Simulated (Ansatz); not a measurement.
# SiSnH4F+ (SMILES F[SiH2][SnH2+]): one structure at several levels

Aim: energy, forces and dipole at a structure displaced at random from a GFN2-xTB minimum, from CCSD(T) and from density functionals.

Computed with Ansatz 0.2.0, Gaussian basis. Level: single points in def2-TZVPP.

Correlated methods freeze the cores. Filled d shells of the heavier atoms are correlated. Core potentials replace the inner electrons past krypton, and spin-orbit coupling is left out. B3LYP uses VWN-RPA correlation.

## Step 1: Where the work starts

SMILES `F[SiH2][SnH2+]`, 7 atoms, charge 1, spin multiplicity 1.

Atoms are counted from 1 here; the program's logs count them from 0.

Bond lengths: F1–Si2 1.539 Å, Si2–Sn3 2.901 Å, Si2–H4 1.514 Å, Si2–H5 1.327 Å, Sn3–H6 1.849 Å, Sn3–H7 1.851 Å. Angles: F1–Si2–Sn3 97.6°, F1–Si2–H4 108.8°, F1–Si2–H5 110.3°, Sn3–Si2–H4 98.2°, Sn3–Si2–H5 92.5°, H4–Si2–H5 137.5°, Si2–Sn3–H6 132.1°, Si2–Sn3–H7 132.7°, H6–Sn3–H7 94.2°.

Coordinates:

```xyz
7

F    -1.9736   -1.1144    0.0701
Si   -1.2250   -0.1821   -0.8990
Sn    1.1261    0.2647    0.7404
H    -0.5783   -1.0203   -1.9819
H    -1.6410    1.0690   -0.7477
H     1.3825    1.2097    2.3088
H     2.7917   -0.5405    0.7930
```

## Step 2: CCSD(T)/def2-TZVPP

Contents of run/in.yaml:

```yaml
crystal:
  periodic: [false, false, false]
  atoms:
    - {symbol: F, position_ang: [-1.973600, -1.114400, 0.070100]}
    - {symbol: Si, position_ang: [-1.225000, -0.182100, -0.899000]}
    - {symbol: Sn, position_ang: [1.126100, 0.264700, 0.740400]}
    - {symbol: H, position_ang: [-0.578300, -1.020300, -1.981900]}
    - {symbol: H, position_ang: [-1.641000, 1.069000, -0.747700]}
    - {symbol: H, position_ang: [1.382500, 1.209700, 2.308800]}
    - {symbol: H, position_ang: [2.791700, -0.540500, 0.793000]}
basis:
  gaussian: {orbitals: def2-TZVPP}
total_charge: 1
correlation: {method: ccsd_t}
output: {forces: true}
```

No record of the launch command was kept for these runs.

## Step 3: PBE0-D4/def2-TZVPP

Edit run/in.yaml of step 2 so:

```diff
@@ -13,3 +13,3 @@
 total_charge: 1
-correlation: {method: ccsd_t}
-output: {forces: true}
+hamiltonian: {xc: pbe0, dispersion: d4}
+output: {forces: true, orbitals: {seedname: orbitals}}
```

## Step 4: wB97M-V/def2-TZVPP

Edit run/in.yaml of step 3 so:

```diff
@@ -13,3 +13,3 @@
 total_charge: 1
-hamiltonian: {xc: pbe0, dispersion: d4}
-output: {forces: true, orbitals: {seedname: orbitals}}
+hamiltonian: {xc: {name: wB97M-V}}
+output: {forces: true}
```

## Step 5: r2SCAN-D4/def2-TZVPP

Edit run/in.yaml of step 4 so:

```diff
@@ -13,3 +13,3 @@
 total_charge: 1
-hamiltonian: {xc: {name: wB97M-V}}
+hamiltonian: {xc: r2scan, dispersion: d4}
 output: {forces: true}
```

## Step 6: PBE-D4/def2-TZVPP

Edit run/in.yaml of step 5 so:

```diff
@@ -13,3 +13,3 @@
 total_charge: 1
-hamiltonian: {xc: r2scan, dispersion: d4}
+hamiltonian: {xc: pbe, dispersion: d4}
 output: {forces: true}
```

## Step 7: B3LYP-D4/def2-TZVPP

Edit run/in.yaml of step 6 so:

```diff
@@ -13,3 +13,3 @@
 total_charge: 1
-hamiltonian: {xc: pbe, dispersion: d4}
+hamiltonian: {xc: {name: B3LYP}, dispersion: d4}
 output: {forces: true}
```

## Step 8: wB97X-V/def2-TZVPP

Edit run/in.yaml of step 7 so:

```diff
@@ -13,3 +13,3 @@
 total_charge: 1
-hamiltonian: {xc: {name: B3LYP}, dispersion: d4}
+hamiltonian: {xc: {name: wB97X-V}}
 output: {forces: true}
```

(Steps that only read results are left out.)

What does the calculation give? Wanted: energy less free atoms, CCSD(T)/def2-TZVPP; RMS force component; RMS force error; HOMO and LUMO, PBE0-D4; T1 diagnostic.

**Answer**, as computed:

```
                                  quantity                                                                                            value
energy less free atoms, CCSD(T)/def2-TZVPP                                                                                   -1056.4 kJ/mol
                       RMS force component                                                             1.457 to 1.546 eV/Å over the methods
                           RMS force error  PBE0-D4 0.064, wB97M-V 0.074, r2SCAN-D4 0.066, PBE-D4 0.264, B3LYP-D4 0.116, wB97X-V 0.058 eV/Å
                    HOMO and LUMO, PBE0-D4                                                                              -13.06 and -8.37 eV
                             T1 diagnostic                                                                                            0.014
```

Against CCSD(T) the functionals' energies less atoms differ by -59.1 to -4.1 kJ/mol, PBE-D4 by -35.8 kJ/mol. A larger basis would deepen the CCSD(T) value, while the functionals are nearly converged already, so the order here is not reliable. The forces of wB97X-V come nearest to CCSD(T), those of PBE-D4 are farthest.
